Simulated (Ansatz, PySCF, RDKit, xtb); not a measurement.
# C2H7Sn−: from the formula to a structure

Task: start from the formula C2H7Sn− (charge -1), draw up candidate structures, narrow them down in stages, and characterise the one that lies lowest at 298.15 K.

The funnel: GFN2-xTB relaxations, single points with a density functional, relaxations at PBE0-D3(BJ)/def2-SVPD, harmonic vibrations, and a last energy at a higher level. All values are calculated.

7 further runs of the same task are left out: 7 set aside as unsound or not needed.

## Step 1: Candidates

All bonding patterns within simple valence rules are listed by program: one Lewis structure each, at most two rings and one unusual centre or charged pair. O–O, O–halogen and N–halogen bonds and N–N–N chains are not drawn. That gives 5 candidates.

| label | SMILES | spin |
| --- | --- | --- |
| c055 | [CH2-][CH2][SnH3] | singlet |
| c258 | C[CH-][SnH3] | singlet |
| c464 | C[CH2][SnH2-] | singlet |
| c646 | [CH3][SnH-][CH3] | singlet |
| c937 | [CH2-][SnH2][CH3] | singlet |

Candidates are built by distance geometry, with a force field where one applies, in up to four conformers (letters a to d). 5 starts with atoms placed at random are added, to find patterns that the rules miss.

Q: Predict the outcome of this search (final energies at CCSD(T)/def2-SVPD + MP2/def2-TZVPPD - MP2/def2-SVPD).

| quantity | value |
| --- | --- |
| lowest structure found | [CH3][SnH-][CH3], singlet, Cs |
| next finalist | C[CH2][SnH2-], singlet, 5.8 kcal/mol higher in G |
| share at equilibrium, among the finalists | 100.0 % |
| harmonic wavenumbers, lowest and highest (PBE0-D3(BJ)/def2-SVPD) | 95 and 3112 cm⁻¹ |
| rotational constants, same geometry | 0.236, 0.1782, 0.1101 cm⁻¹ |
| HOMO energy (PBE0/def2-TZVPD) | -0.29 eV |
| LUMO energy (PBE0/def2-TZVPD) | 3.79 eV |
| HOMO–LUMO gap (to an unbound level, set by the basis) (PBE0/def2-TZVPD) | 4.08 eV |
| lowest excitation (TD-CAM-B3LYP/def2-SVPD) | 3.75 eV (f = 0.113) |
| lowest triplet excitation, same level, Tamm-Dancoff | 3.28 eV |
| vertical detachment energy | 2.02 eV |
| vertical triplet less singlet | +2.91 eV |

The search ends on `[CH3][SnH-][CH3]`. Among the finalists first place is clear (5.8 kcal/mol); structures outside the list aren't covered. HF/STO-3G, r2SCAN-D4/def2-SVPD, PBE0-D3(BJ)/def2-SVPD, HF/def2-SVPD and MP2/def2-SVPD already put its bonding pattern lowest among the structures in one piece; GFN2-xTB favours the singlet C[CH2][SnH2-]. Spin-orbit coupling, which matters for elements this heavy, is left out. In an anion, excitations above the detachment energy lie in the continuum and hang on the basis, so they needn't be bound states. Lowest found is not proven lowest: the search is finite, and each finalist counts with one conformer. Patterns outside the rules of the enumeration were met only by chance.
